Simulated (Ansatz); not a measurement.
# BH₃SSeSi: how energies converge with the basis set

One table from this session's results is given with a row withheld; the runs are named, their logs left out.

The runs use Ansatz 0.2.0, Gaussian basis; one geometry, several basis sets.

Plan: PBE0-D4/def2-SVP; ωB97M-V/def2-SVP; PBE0-D4/def2-QZVPP; ωB97M-V/def2-QZVPP; the functionals' def2-TZVPP values are taken from earlier runs.

## The relaxed structure

All runs share one geometry, relaxed beforehand with PBE0-D4 in a triple-zeta def2 set.

7 atoms, charge 0, spin multiplicity 1.

Atoms are counted from 1 here; the program's logs count them from 0.

Bond lengths: B1–S2 1.806 Å, B1–Se4 1.955 Å, B1–H5 1.189 Å, S2–Si3 2.140 Å, Si3–Se4 2.273 Å, Si3–H6 1.483 Å, Si3–H7 1.483 Å. Angles: S2–B1–Se4 114.4°, S2–B1–H5 122.8°, Se4–B1–H5 122.7°, B1–S2–Si3 80.2°, S2–Si3–Se4 91.5°, S2–Si3–H6 113.1°, S2–Si3–H7 113.1°, Se4–Si3–H6 114.2°, Se4–Si3–H7 114.2°, H6–Si3–H7 109.8°, B1–Se4–Si3 73.9°.

Coordinates:

```mol
BH3SSeSi
  3D, bonds by distance, orders not assigned

  7  7  0  0  0  0  0  0  0  0999 V2000
   -1.2782    0.4960   -0.4701 B   0  0
    0.3149    1.1916   -0.9591 S   0  0
    0.9830   -0.3785    0.3331 Si  0  0
   -1.1563   -1.0216    0.7559 Se  0  0
   -2.3162    0.9252   -0.8613 H   0  0
    1.7154    0.1193    1.5224 H   0  0
    1.7988   -1.4000   -0.3668 H   0  0
  1  2  8  0
  2  3  8  0
  3  4  8  0
  1  5  8  0
  3  6  8  0
  3  7  8  0
  1  4  8  0
M  END
```

The first run:

The input, in.yaml:

```yaml
crystal:
  periodic: [false, false, false]
  atoms:
    - {symbol: B, position_ang: [-1.278196, 0.496008, -0.470110]}
    - {symbol: S, position_ang: [0.314905, 1.191563, -0.959084]}
    - {symbol: Si, position_ang: [0.982954, -0.378541, 0.333121]}
    - {symbol: Se, position_ang: [-1.156323, -1.021650, 0.755851]}
    - {symbol: H, position_ang: [-2.316232, 0.925243, -0.861254]}
    - {symbol: H, position_ang: [1.715418, 0.119303, 1.522448]}
    - {symbol: H, position_ang: [1.798775, -1.400027, -0.366773]}
basis:
  gaussian: {orbitals: def2-SVP}
hamiltonian: {xc: pbe0, dispersion: d4}
output: {orbitals: {seedname: orbitals}}
```

Launch:

```sh
> ansatz run in.yaml --threads 2 --pin off --events-out ev --progress --plain --max-ram 4352MiB
```

Among the steps run: PBE0-D4 in def2-SVP; ωB97M-V in def2-SVP; PBE0-D4 in def2-QZVPP; ωB97M-V in def2-QZVPP.

One table of the session follows, with a row left open; its other results are not shown here.

| functional | basis | HOMO (eV) |
| --- | --- | --- |
| PBE0-D4 | def2-SVP | -7.32 |
| PBE0-D4 | def2-TZVPP | -7.36 |
| PBE0-D4 | def2-QZVPP | -7.37 |
| ωB97M-V | def2-SVP | -9.33 |
| ωB97M-V | def2-TZVPP | ? |
| ωB97M-V | def2-QZVPP | -9.41 |

Q: Estimate the row for ωB97M-V, def2-TZVPP from the others.

**Answer.** HOMO (eV): -9.40. In the column «HOMO (eV)» it lies between ωB97M-V, def2-QZVPP (-9.41) and ωB97M-V, def2-SVP (-9.33).
